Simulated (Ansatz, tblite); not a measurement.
# The cluster Sr8O8: one state, many levels

How do method and basis change the picture of the cluster Sr8O8 (singlet)?

Computed with Ansatz 0.2.0, Gaussian basis. Level: as each input shows.

Plan: GFN1-xTB, GFN2-xTB, PBE-D4/def2-SVP, r2SCAN-D4/def2-SVP, MP2/def2-SVP.

9 further runs of the same task are left out: 5 that didn't finish, 4 set aside as unsound or not needed.

## (1) The geometry

The geometry is that of the singlet, from an earlier relaxation (PBE-D4/def2-SVP).

16 atoms, charge 0, spin multiplicity 1.

Bond lengths: Sr1–O2 2.194 Å, Sr1–O5 2.195 Å, O2–Sr3 2.421 Å, O2–Sr6 2.445 Å, Sr3–O4 2.234 Å, Sr3–O7 2.366 Å, O4–Sr8 2.234 Å, O5–Sr6 2.441 Å, O5–Sr9 2.430 Å, Sr6–O7 2.389 Å, Sr6–O10 2.390 Å, O7–Sr8 2.368 Å, O7–Sr11 2.390 Å, Sr8–O12 2.426 Å, Sr9–O10 2.365 Å, Sr9–O13 2.238 Å, O10–Sr11 2.391 Å, O10–Sr14 2.371 Å and more. Angles: O2–Sr1–O5 90.6°, Sr1–O2–Sr3 145.7°, Sr1–O2–Sr6 94.7°, Sr3–O2–Sr6 94.9°, O2–Sr3–O4 140.5°, O2–Sr3–O7 83.9°, O4–Sr3–O7 82.5°, Sr3–O4–Sr8 101.3°, Sr1–O5–Sr6 94.7°, Sr1–O5–Sr9 149.5°, Sr6–O5–Sr9 94.8°, O2–Sr6–O5 79.4°, O2–Sr6–O7 82.9°, O2–Sr6–O10 138.2°, O5–Sr6–O7 133.1°, O5–Sr6–O10 83.1°, O7–Sr6–O10 82.0°, Sr3–O7–Sr6 97.9° and more.

Coordinates:

```xyz
16
charge 0, multiplicity 1
Sr    0.20890   -3.32271   -3.28104
O    -0.26299   -3.39172   -1.13937
Sr    0.63744   -3.41910    1.10789
O    -0.02881   -3.27056    3.23455
O    -0.21465   -1.16897   -3.32835
Sr   -1.02957   -1.07290   -1.02972
O     0.06524   -1.12331    1.09265
Sr   -0.60982   -1.11770    3.36211
Sr    0.59291    1.12290   -3.35495
O    -0.08371    1.12168   -1.08894
Sr    1.02076    1.06609    1.03049
O     0.20508    1.16733    3.32633
O     0.03731    3.28599   -3.21317
Sr   -0.64511    3.42501   -1.09386
O     0.26906    3.38872    1.14376
Sr   -0.20914    3.32334    3.28303
```

Sr takes a core potential in the def2 sets. No spin-orbit coupling is included.

PBE0-D4/def2-SVP was run before; its log isn't repeated, and its numbers join the tables.

## (2) GFN1-xTB

Tight binding, by tblite at 300 K electronic temperature and without a spin-polarisation term:

```python
tblite.interface.Calculator('GFN1-xTB', numbers, positions, charge=0, uhf=0).singlepoint()
```

Energy -1158.2030 eV, HOMO -9.59 eV, LUMO -8.66 eV; 0.06 s.

## (3) GFN2-xTB

Tight binding, by tblite at 300 K electronic temperature and without a spin-polarisation term:

```python
tblite.interface.Calculator('GFN2-xTB', numbers, positions, charge=0, uhf=0).singlepoint()
```

Energy -994.8362 eV, HOMO -10.48 eV, LUMO -10.24 eV; 0.43 s.

## (4) PBE-D4/def2-SVP

start.molden holds the orbitals of an earlier run on this state, given as this run's starting guess.

Input file in.yaml:

```yaml
crystal:
  periodic: [false, false, false]
  atoms:
    - {symbol: Sr, position_ang: [0.208896, -3.322708, -3.281039]}
    - {symbol: O, position_ang: [-0.262993, -3.391715, -1.139373]}
    - {symbol: Sr, position_ang: [0.637436, -3.419100, 1.107892]}
    - {symbol: O, position_ang: [-0.028807, -3.270559, 3.234546]}
    - {symbol: O, position_ang: [-0.214650, -1.168970, -3.328349]}
    - {symbol: Sr, position_ang: [-1.029572, -1.072904, -1.029718]}
    - {symbol: O, position_ang: [0.065242, -1.123314, 1.092649]}
    - {symbol: Sr, position_ang: [-0.609819, -1.117696, 3.362110]}
    - {symbol: Sr, position_ang: [0.592911, 1.122901, -3.354954]}
    - {symbol: O, position_ang: [-0.083708, 1.121681, -1.088938]}
    - {symbol: Sr, position_ang: [1.020760, 1.066092, 1.030488]}
    - {symbol: O, position_ang: [0.205085, 1.167332, 3.326330]}
    - {symbol: O, position_ang: [0.037309, 3.285992, -3.213166]}
    - {symbol: Sr, position_ang: [-0.645115, 3.425012, -1.093862]}
    - {symbol: O, position_ang: [0.269065, 3.388717, 1.143756]}
    - {symbol: Sr, position_ang: [-0.209140, 3.323338, 3.283029]}
basis:
  gaussian: {orbitals: def2-SVP, initial_orbitals: start.molden}
hamiltonian: {xc: pbe, dispersion: d4}
scf: {omitted_lower_state_checks: [starts]}
output: {orbitals: {seedname: orbitals}}
```

On the command line:

```
$ ansatz run in.yaml --threads 4 --pin off --events-out ev --progress --plain --max-ram 6963MiB
```

After this run come: r2SCAN-D4/def2-SVP; MP2/def2-SVP.

Before running them: what should the planned runs give, taken together? Wanted: gap in def2-SVP, named functionals, smallest and largest; correlation energy, MP2/def2-SVP; binding an atom, functionals in def2-SVP.

**Answer**, as computed:

```
                                                quantity                                value
gap in def2-SVP, named functionals, smallest and largest  0.70 eV (PBE-D4), 2.20 eV (PBE0-D4)
                        correlation energy, MP2/def2-SVP                            -65.31 eV
                binding an atom, functionals in def2-SVP   4.00 (PBE0-D4) to 4.29 eV (PBE-D4)
```

In words: Orbital gaps of the named functionals in def2-SVP span 0.70 eV (PBE-D4) to 2.20 eV (PBE0-D4); exact exchange widens it.
